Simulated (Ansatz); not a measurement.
# CH7FOSi2: the cost of one run

Program: Ansatz 0.2.0. Level of theory: RKS PBE0/def2-SVP. These are calculated values, not measurements.

## (1) The system as given

Bond lengths: O1–Si2 1.662 Å, Si2–Si3 2.280 Å, Si3–C4 1.880 Å, C4–F5 1.372 Å, O1–H6 1.026 Å, Si2–H7 1.469 Å, Si2–H8 1.490 Å, Si3–H9 1.504 Å, Si3–H10 1.530 Å, C4–H11 1.107 Å, C4–H12 1.040 Å. Angles (14 of 19 angles, heavy atoms first): O1–Si2–Si3 109.7°, Si2–Si3–C4 111.0°, Si3–C4–F5 107.0°, O1–Si2–H7 109.0°, O1–Si2–H8 110.0°, Si3–Si2–H7 108.8°, Si3–Si2–H8 109.2°, Si2–O1–H6 112.5°, Si2–Si3–H9 111.8°, Si2–Si3–H10 111.3°, C4–Si3–H9 109.6°, C4–Si3–H10 109.8°, Si3–C4–H11 106.9°, Si3–C4–H12 113.5°.

Structure file:

```xyz
12

O    -2.2345   -0.6982    1.5377
Si   -1.4794   -0.1446    0.1647
Si    0.7818   -0.2252    0.4442
C     1.6744    0.2596   -1.1380
F     1.2206    1.5054   -1.4898
H    -2.6375    0.0614    2.0975
H    -1.8470   -1.0096   -0.9646
H    -1.8891    1.2614   -0.1112
H     1.2412   -1.5877    0.8851
H     1.2325    0.6812    1.5919
H     1.3031   -0.4126   -1.9354
H     2.7109    0.2536   -1.0482
```

## (2) End point A

Contents of input.yaml:

```yaml
crystal:
  periodic: [false, false, false]
  atoms:
    - { symbol: O, position_ang: [-2.2345, -0.6982, 1.5377] }
    - { symbol: Si, position_ang: [-1.4794, -0.1446, 0.1647] }
    - { symbol: Si, position_ang: [0.7818, -0.2252, 0.4442] }
    - { symbol: C, position_ang: [1.6744, 0.2596, -1.138] }
    - { symbol: F, position_ang: [1.2206, 1.5054, -1.4898] }
    - { symbol: H, position_ang: [-2.6375, 0.0614, 2.0975] }
    - { symbol: H, position_ang: [-1.847, -1.0096, -0.9646] }
    - { symbol: H, position_ang: [-1.8891, 1.2614, -0.1112] }
    - { symbol: H, position_ang: [1.2412, -1.5877, 0.8851] }
    - { symbol: H, position_ang: [1.2325, 0.6812, 1.5919] }
    - { symbol: H, position_ang: [1.3031, -0.4126, -1.9354] }
    - { symbol: H, position_ang: [2.7109, 0.2536, -1.0482] }
basis:
  gaussian: { orbitals: def2-SVP }
hamiltonian:
  xc: pbe0
relax:
  f_tol: 0.02
  max_steps: 50
output:
  orbitals: {}
```

Run with:

```bash
ansatz run input.yaml --threads 2 --pin off --max-ram 3072MiB --backend cpu --events-out ev --progress --plain --runs-dir out
```

Q: Estimate wall time and peak memory on 2 threads of AMD EPYC 7R13 (Zen 3), shared host.

About 29 s, with a peak of 0.29 GiB.
